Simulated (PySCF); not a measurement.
# C2H3BF2 (vinyldifluoroborane): the cost of one run

Programs: PySCF 2.14.0, with density-fitted response routines of our own. Each step states its level of theory. These are calculated values for one molecule in the gas phase, unless marked as measured. Atoms are numbered from 0 throughout.

**1. The molecule as given**

8 atoms, charge 0, multiplicity 1; geometry from: GFN2-xTB. The atoms were then displaced at random by about 0.01 Å, so the start is not that level's minimum.

Bonds of the start (Å): C0–C1 1.35, C1–B2 1.57, B2–F3 1.31, B2–F4 1.30, C0–H5 1.08, C0–H6 1.07, C1–H7 1.08.

**2. Relaxing the molecule at PBE0-D3(BJ)/def2-SVP**

Job settings and geometry (Å):

```
{"job": {"xc": "PBE0", "basis": "def2-SVP", "d3": "d3bj", "grid": 1, "shake": 0.01, "kind": "geom"}, "charge": 0, "multiplicity": 1}
C      1.282230    -0.181350    -0.180120
C      0.145910     0.073190     0.510760
B     -1.282580     0.103230    -0.131190
F     -1.445340    -0.098510    -1.411990
F     -2.361590     0.330240     0.564060
H      1.220150    -0.335310    -1.248090
H      2.248370    -0.174010     0.271700
H      0.247990     0.263390     1.572410
```

Command:

```
$ OMP_NUM_THREADS=1 python probes_run.py task.json out
```

One launch serves the whole session: the jobs run in the order shown.

Q: Estimate the wall time and peak memory of this first job on 1 thread of Arm Neoverse V1, shared host.

About 17 s, with a peak of 0.35 GiB.
